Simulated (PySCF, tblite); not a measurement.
**C₇H₁₄NP: geometry, infrared bands and NMR shifts**

What infrared bands and NMR shifts should C₇H₁₄NP (`CCCCP(C)CC#N`) show?

Programs: tblite 0.8.0 and PySCF 2.14.0, with density-fitted response routines of our own. Each step states its level of theory. These are calculated values for one molecule in the gas phase, unless marked as measured. Atoms count from 0, in the outputs and in this text.

### Step 1. The molecule as given

23 atoms, charge 0, multiplicity 1; geometry from: force field or distance geometry start.

Bonds of the start (Å): C0–C1 1.53, C1–C2 1.52, C2–C3 1.54, C3–P4 1.85, P4–C5 1.83, P4–C6 1.85, C6–C7 1.47, C7–N8 1.16, C0–H9 1.08, C0–H10 1.09, C0–H11 1.09, C1–H12 1.08, C1–H13 1.10, C2–H14 1.10, C2–H15 1.10, C3–H16 1.10, C3–H17 1.09, C5–H18 1.09, C5–H19 1.09, C5–H20 1.10, C6–H21 1.10, C6–H22 1.08.

### Step 2. Optimising the geometry with GFN2-xTB

Job settings and geometry (Å):

```
{"job": {"kind": "relax", "xc": "GFN2-xTB", "basis": "xTB"}, "charge": 0, "multiplicity": 1}
C      3.735300     0.094100     0.195400
C      2.432300    -0.527700    -0.316300
C      1.237200     0.354800    -0.012400
C     -0.063700    -0.275800    -0.532900
P     -1.542200     0.791100    -0.232000
C     -1.804300     0.533700     1.558700
C     -2.855200    -0.312800    -0.924900
C     -4.184100     0.259800    -0.687900
N     -5.251700     0.674000    -0.507700
H      4.573200    -0.557300    -0.017700
H      3.686700     0.254200     1.277100
H      3.903000     1.059300    -0.285400
H      2.514800    -0.706100    -1.375500
H      2.307700    -1.510100     0.169400
H      1.160900     0.545800     1.066700
H      1.372300     1.338000    -0.478800
H     -0.212000    -1.254500    -0.042700
H      0.021100    -0.467800    -1.602500
H     -1.817900    -0.525500     1.825300
H     -2.740700     0.981000     1.887800
H     -1.002600     1.017400     2.139500
H     -2.791100    -1.306400    -0.463000
H     -2.683800    -0.432200    -1.983800
```

Launch:

```bash
$ OMP_NUM_THREADS=1 python probes_run.py task.json out
```

This one command runs all jobs of the session in turn.

**Question.** This job is followed by: GFN2-xTB harmonic vibrations, gas phase; GIAO PBE0/pcSseg-1 NMR shielding, non-relativistic, gas phase. Predict these results of the whole session: strongest single infrared mode (GFN2-xTB); zero-point energy (GFN2-xTB); 13C shifts against TMS (PBE0/pcSseg-1); 1H shifts against TMS (PBE0/pcSseg-1, means over atoms taken as alike); 31P shifts against H3PO4 (PBE0/pcSseg-1); 15N shifts against NH3 (PBE0/pcSseg-1).

As calculated:

```
                                                              quantity                                          value
                             strongest single infrared mode (GFN2-xTB)                          2400 cm⁻¹, 277 km/mol
                                          zero-point energy (GFN2-xTB)                                 121.7 kcal/mol
                                13C shifts against TMS (PBE0/pcSseg-1)  121.9, 40.5, 33.0, 30.8, 19.4, 17.0, 16.4 ppm
1H shifts against TMS (PBE0/pcSseg-1, means over atoms taken as alike)         2.09, 1.37, 1.31, 1.29, 1.24, 1.09 ppm
                              31P shifts against H3PO4 (PBE0/pcSseg-1)                                      -49.2 ppm
                                15N shifts against NH3 (PBE0/pcSseg-1)                                      299.9 ppm
```

What this shows: The optimisation took 65 steps and gained 0.128 eV; among the close pairs (by a distance rule), C6–C7 changed most, from 1.466 to 1.431 Å. All 63 modes are real, so the xTB geometry is a minimum. The strongest single mode, at 2400 cm⁻¹, moves mainly C7 and N8. Unscaled tight-binding wavenumbers are off by several per cent, some by more. Its intensities can rank the bands wrongly. The most deshielded carbon is C7 (nitrile carbon), at 121.9 ppm: C≡N carbons fall here, among the sp2 signals but without a proton. At PBE0/pcSseg-1: The widest tensor belongs to N8: span 502 ppm, with a paramagnetic part of -371 ppm.
